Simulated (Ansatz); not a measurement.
# AgPt3, space group Pm-3m: a scan of the energy under strain

Program: the Ansatz DFT code, driven from Python.

Typed at the interpreter:
```pycon
>>> import ansatz as az
>>> import numpy as np
>>> FUNCTIONAL = "lda"
>>> FILLING = "fermi_dirac"
>>> WIDTH_EV = 0.1
>>> CUTOFF = 520
>>> MESH = (9, 9, 9)
>>> vectors0 = np.array([
...     [3.9, 0.0, 0.0],
...     [0.0, 3.9, 0.0],
...     [0.0, 0.0, 3.9],
... ])
>>> sites = [
...     ("Ag", [0.0, 0.0, 0.0]),
...     ("Pt", [0.0, 0.5, 0.5]),
...     ("Pt", [0.5, 0.0, 0.5]),
...     ("Pt", [0.5, 0.5, 0.0]),
... ]
>>> def on_lattice(cell):
...     crystal = az.Crystal(lattice=az.Lattice.of(cell))
...     for symbol, position in sites:
...         crystal = crystal.atom(symbol, position)
...     return crystal
...
>>> # clamped ions: the fractional positions stay as typed
>>> values = np.linspace(-0.03, 0.03, 7)
>>> energies = []
>>> for d in values:
...     strain = np.array([[0, d / 2, 0], [d / 2, 0, 0], [0, 0, 0]])
...     cell = vectors0 @ (np.eye(3) + strain)
...     setup = (
...         on_lattice(cell).calculation()
...         .functional(FUNCTIONAL)
...         .occupations(FILLING, width=WIDTH_EV)
...         .basis(CUTOFF)
...         .kpoints(*MESH)  # the mesh must be finer for metals
...     )
...     data = setup.run(threads=1, pin="off").report
...     energies.append(data["free_energy_ev"] / len(sites))
...     print(f"d = {d:+.4f}  F = {energies[-1]:.5f} eV/atom")
...
d = -0.0300  F = -11048.26671 eV/atom
d = -0.0200  F = -11048.26929 eV/atom
d = -0.0100  F = -11048.27083 eV/atom
d = +0.0000  F = -11048.27135 eV/atom
d = +0.0100  F = -11048.27083 eV/atom
d = +0.0200  F = -11048.26929 eV/atom
d = +0.0300  F = -11048.26671 eV/atom
>>> energies = np.array(energies)
>>> for value, e in zip(values, energies):
...     print(f"strain {value:7.3f}   E - Emin = {1000 * (e - energies.min()):9.3f} meV/atom")
...
strain  -0.030   E - Emin =     4.643 meV/atom
strain  -0.020   E - Emin =     2.060 meV/atom
strain  -0.010   E - Emin =     0.514 meV/atom
strain   0.000   E - Emin =     0.000 meV/atom
strain   0.010   E - Emin =     0.514 meV/atom
strain   0.020   E - Emin =     2.060 meV/atom
strain   0.030   E - Emin =     4.643 meV/atom
>>> np.savetxt("strain.csv", np.column_stack([values, energies]), fmt="%.6f", delimiter=",", header="strain,energy_eV_per_atom")
>>> curvature = 2 * np.polyfit(values, energies, 3)[1]
>>> volume = abs(np.linalg.det(vectors0)) / len(sites)
>>> print(f"d2E/dd2 over the volume: {curvature / volume * 160.21766:.1f} GPa")
d2E/dd2 over the volume: 111.5 GPa
```

File `strain.csv` afterwards:
```csv
# strain,energy_eV_per_atom
-0.030000,-11048.266705
-0.020000,-11048.269288
-0.010000,-11048.270834
0.000000,-11048.271348
0.010000,-11048.270834
0.020000,-11048.269288
0.030000,-11048.266705
```

Against the unstrained cell the energy per atom changes by +4.64 meV at one end of the scan and +4.64 meV at the other, and its second derivative over the volume is 111.5 GPa.

Absolute energies stand on the zero of these potentials, so only differences at equal settings mean something. Spin is left out of this run. The curvature belongs to this strain pattern and to the cell's stress; it equals a single elastic constant only for simple patterns. In a metal a curvature from energy changes of a few meV or less hangs on mesh and smearing, in size and even in sign. Spin-orbit coupling, which matters for elements this heavy, is left out. The structure is a deposited one; some such entries were measured under pressure or heat, so a shift against it needn't be the functional's error alone. The ions keep their fractional positions (clamped ions). The whole script took 100 s on 1 thread of Intel(R) Xeon(R) Platinum 8259CL CPU @ 2.50GHz (Skylake/Cascade Lake), on a shared host, peak memory 0.63 GiB.
